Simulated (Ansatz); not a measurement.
GdO:

```
Gd O
1.0
     0.00000    2.70000    2.70000
     2.70000    0.00000    2.70000
     2.70000    2.70000    0.00000
Gd O
1 1
Direct
  0.00000 0.00000 0.00000
  0.75000 0.75000 0.75000
```

Base run:

| Item | Value |
| --- | --- |
| Program | Ansatz 0.2.0 |
| Functional | HF |
| Potentials or basis | Ansatz PAW |
| Cutoff | 420 eV (not typed: the program's choice for these potentials) |
| k mesh | 5 × 5 × 5 |
| Occupations | fermi-dirac, width 0.05 eV |
| Spin | collinear spin, ferromagnetic start |
| Starting moments | [7.0, 0.0] μB |

Its results: band gap on the k mesh 6.14 eV, indirect (least direct gap 7.90 eV); pressure 4.5 GPa; net moment 8.00 μB per cell; site moments Gd +7.07; O +0.01 μB.

Problem. The run is repeated on the same cell with these changes: functional from HF to HSE03. What comes out?

Solution. Band gap on the k mesh none (metal or under the smearing width); pressure -2.2 GPa; net moment 7.98 μB per cell; site moments Gd +7.03; O +0.04 μB.

Caveats: some runs use coarse meshes; the magnetic or orbital state may not be the lowest; spin-orbit coupling is left out, which moves the levels of the heavy elements; a cell with one magnetic atom can't hold antiferromagnetic order, which such compounds often take; the PAW data sets come from PBE, with cores solved anew for the run's functional, which leaves a small shift of forces and pressure; the thresholds are loose for stress; odd divisions of the mesh miss points on the zone boundary, where band edges often lie, so the gap on the mesh can be too wide (some runs).

A k mesh can miss the band edges.
